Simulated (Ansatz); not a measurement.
# Si₃H₆F₂: up Jacob's ladder to CCSD(T)

An exercise on one series of results from a longer session: the logs are not shown, and one member is left open.

The runs use Ansatz 0.2.0, Gaussian basis; functionals in def2-TZVPP, the program's frozen cores in correlated methods.

The runs, in order: LDA (SPW92), PBE-D4, revPBE-D4, BLYP-D4, r2SCAN-D4, B97M-V, PBE0-D4, B3LYP-D4, r2SCANh-D4, r2SCAN0-D4, HSE06-D4, BHLYP-D4, CAM-B3LYP-D4, LC-ωPBE, ωB97X-V, ωB97M-V, B2PLYP, PBE-QIDH; CCSD(T)/def2-SVP; CCSD(T)/def2-TZVPP; MP2/def2-QZVPP; extrapolation to the limit; RPA on PBE.

## The relaxed structure

The geometry comes from an earlier relaxation with PBE0-D4 in a triple-zeta def2 set; it is a stationary point, not always the lowest conformer.

SMILES `F[Si](F)([SiH3])[SiH3]`, 11 atoms, charge 0, spin multiplicity 1.

Atoms are counted from 1 here; the program's logs count them from 0.

Bond lengths: F1–Si2 1.601 Å, Si2–F3 1.601 Å, Si2–Si4 2.350 Å, Si2–Si5 2.350 Å, Si4–H6 1.487 Å, Si4–H7 1.487 Å, Si4–H8 1.486 Å, Si5–H9 1.487 Å, Si5–H10 1.486 Å, Si5–H11 1.487 Å. Angles: F1–Si2–F3 106.1°, F1–Si2–Si4 108.4°, F1–Si2–Si5 108.4°, F3–Si2–Si4 108.4°, F3–Si2–Si5 108.4°, Si4–Si2–Si5 116.7°, Si2–Si4–H6 109.0°, Si2–Si4–H7 109.0°, Si2–Si4–H8 110.6°, H6–Si4–H7 108.9°, H6–Si4–H8 109.7°, H7–Si4–H8 109.7°, Si2–Si5–H9 109.0°, Si2–Si5–H10 110.6°, Si2–Si5–H11 109.0°, H9–Si5–H10 109.7°, H9–Si5–H11 108.9°, H10–Si5–H11 109.7°.

Set-up of the first run:

File in.yaml:

```yaml
crystal:
  periodic: [false, false, false]
  atoms:
    - {symbol: F, position_ang: [0.648489, -0.825441, 1.979703]}
    - {symbol: Si, position_ang: [0.419984, -0.657505, 0.404278]}
    - {symbol: F, position_ang: [1.105874, -1.930357, -0.282594]}
    - {symbol: Si, position_ang: [-1.889703, -0.739388, -0.022888]}
    - {symbol: Si, position_ang: [1.556920, 1.272112, -0.308308]}
    - {symbol: H, position_ang: [-2.546400, 0.413079, 0.649192]}
    - {symbol: H, position_ang: [-2.113674, -0.634193, -1.489138]}
    - {symbol: H, position_ang: [-2.470822, -2.010559, 0.482098]}
    - {symbol: H, position_ang: [0.962316, 2.458499, 0.362544]}
    - {symbol: H, position_ang: [3.002420, 1.181176, 0.024626]}
    - {symbol: H, position_ang: [1.389999, 1.415576, -1.778915]}
basis:
  gaussian: {orbitals: def2-TZVPP}
hamiltonian: {xc: lda}
output: {orbitals: {seedname: orbitals}}
```

On the command line:

```
$ ansatz run in.yaml --threads 4 --pin off --events-out ev --progress --plain --max-ram 10444MiB
```

Among the steps run: LDA; PBE-D4 (GGA); revPBE-D4 (GGA); BLYP-D4 (GGA); r2SCAN-D4 (meta-GGA); B97M-V (meta-GGA); PBE0-D4 (hybrid); B3LYP-D4 (hybrid); r2SCANh-D4 (hybrid); r2SCAN0-D4 (hybrid); HSE06-D4 (hybrid); BHLYP-D4 (hybrid); CAM-B3LYP-D4 (range-separated); LC-ωPBE (range-separated); ωB97X-V (range-separated); ωB97M-V (range-separated); B2PLYP (double hybrid); PBE-QIDH (double hybrid).

One of the session's tables, all rows but one given; the rest of the session is left out.

It belongs to the step «Orbital energies across the functionals». 

| functional | HOMO (eV) | gap (eV) |
| --- | --- | --- |
| LDA (SPW92) | -6.83 | 4.87 |
| PBE-D4 | -6.73 | 4.96 |
| revPBE-D4 | -6.68 | 5.01 |
| BLYP-D4 | -6.60 | 5.03 |
| r2SCAN-D4 | ? | ? |
| B97M-V | -7.11 | 5.32 |
| PBE0-D4 | -7.87 | 6.90 |
| B3LYP-D4 | -7.68 | 6.57 |
| r2SCANh-D4 | -7.40 | 6.13 |
| r2SCAN0-D4 | -8.03 | 7.18 |
| HSE06-D4 | -7.48 | 6.14 |
| BHLYP-D4 | -8.92 | 8.88 |
| CAM-B3LYP-D4 | -9.12 | 9.24 |
| LC-ωPBE | -10.37 | 11.56 |
| ωB97X-V | -10.07 | 11.15 |
| ωB97M-V | -9.81 | 10.62 |

Estimate the missing values for r2SCAN-D4.

Worked estimate for «HOMO (eV)». Against the share of exact exchange, r2SCANh-D4 (0.1, -7.40), r2SCAN0-D4 (0.25, -8.03) give a slope of -4.20 per unit share; at 0 the line stands at -6.98.

**Answer.** HOMO (eV): -6.98; gap (eV): 5.43. In «HOMO (eV)» the line misses by 0.00.
